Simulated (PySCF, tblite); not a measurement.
# C₃H₇NSSi₂: geometry, infrared bands and NMR shifts

Wanted: the infrared bands and NMR shifts of C₃H₇NSSi₂ (`[SiH3][SiH2]c1nccs1`), by calculation.

Computed with tblite 0.8.0 and PySCF 2.14.0, with density-fitted response routines of our own, on a single molecule in the gas phase. Atoms count from 0, in the outputs and in this text.

### Step 1. The starting structure

14 atoms, charge 0, multiplicity 1; geometry from: force field or distance geometry start.

Bonds of the start (Å): Si0–Si1 2.23, Si1–C2 1.85, C2–N3 1.31, N3–C4 1.31, C4–C5 1.36, C5–S6 1.80, S6–C2 1.81, Si0–H7 1.44, Si0–H8 1.49, Si0–H9 1.49, Si1–H10 1.49, Si1–H11 1.49, C4–H12 1.10, C5–H13 1.09.

### Step 2. Geometry optimisation with GFN2-xTB

Job settings and geometry (Å):

```
{"job": {"kind": "relax", "xc": "GFN2-xTB", "basis": "xTB"}, "charge": 0, "multiplicity": 1}
Si    -2.622000    -0.101300    -0.555800
Si    -1.183500    -0.334700     1.133200
C      0.534000    -0.035600     0.521400
N      0.983100    -0.311900    -0.675800
C      2.228300    -0.043000    -0.970200
C      2.975900     0.549500    -0.003900
S      1.900600     0.734200     1.424400
H     -1.992400    -0.513100    -1.786300
H     -2.922000     1.349700    -0.704700
H     -3.891400    -0.821200    -0.274300
H     -1.482800     0.654700     2.204600
H     -1.205600    -1.710300     1.701800
H      2.655800    -0.266100    -1.960900
H      4.021400     0.848600    -0.075700
```

On the command line:

```console
$ OMP_NUM_THREADS=1 python probes_run.py task.json out
```

One launch serves the whole session: the jobs run in the order shown.

**Question.** This job is followed by: GFN2-xTB harmonic vibrations, gas phase; GIAO PBE0/pcSseg-1 NMR shielding, non-relativistic, gas phase. Predict these results of the whole session: strongest single infrared mode (GFN2-xTB); zero-point energy (GFN2-xTB); ¹³C shifts against TMS (PBE0/pcSseg-1); ¹H shifts against TMS (PBE0/pcSseg-1, means over atoms taken as alike); ²⁹Si shifts against TMS (PBE0/pcSseg-1); ¹⁵N shifts against NH3 (PBE0/pcSseg-1); ³³S shifts against CS2 (PBE0/pcSseg-1).

As calculated:

```
                                                              quantity                       value
                             strongest single infrared mode (GFN2-xTB)        672 cm⁻¹, 742 km/mol
                                          zero-point energy (GFN2-xTB)               52.5 kcal/mol
                                ¹³C shifts against TMS (PBE0/pcSseg-1)     169.2, 147.7, 133.2 ppm
¹H shifts against TMS (PBE0/pcSseg-1, means over atoms taken as alike)  8.17, 7.44, 4.78, 3.70 ppm
                               ²⁹Si shifts against TMS (PBE0/pcSseg-1)           -80.1, -118.3 ppm
                                ¹⁵N shifts against NH3 (PBE0/pcSseg-1)                   383.8 ppm
                                ³³S shifts against CS2 (PBE0/pcSseg-1)                     335 ppm
```

The optimisation took 58 steps and gained 0.437 eV; among the close pairs (by a distance rule), C5–S6 changed most, from 1.797 to 1.716 Å. The lowest mode is imaginary (22i cm⁻¹), so the xTB geometry is not a minimum. The strongest single mode, at 672 cm⁻¹, moves mainly H10 and H11. Unscaled tight-binding wavenumbers are off by several per cent, some by more. Its intensities can rank the bands wrongly. At PBE0/pcSseg-1: Shielding is most anisotropic at N3 (span 646 ppm, paramagnetic term -443 ppm). NICS(1)zz of -30 ppm above the planar ring from C2 marks a diatropic (aromatic) ring current.
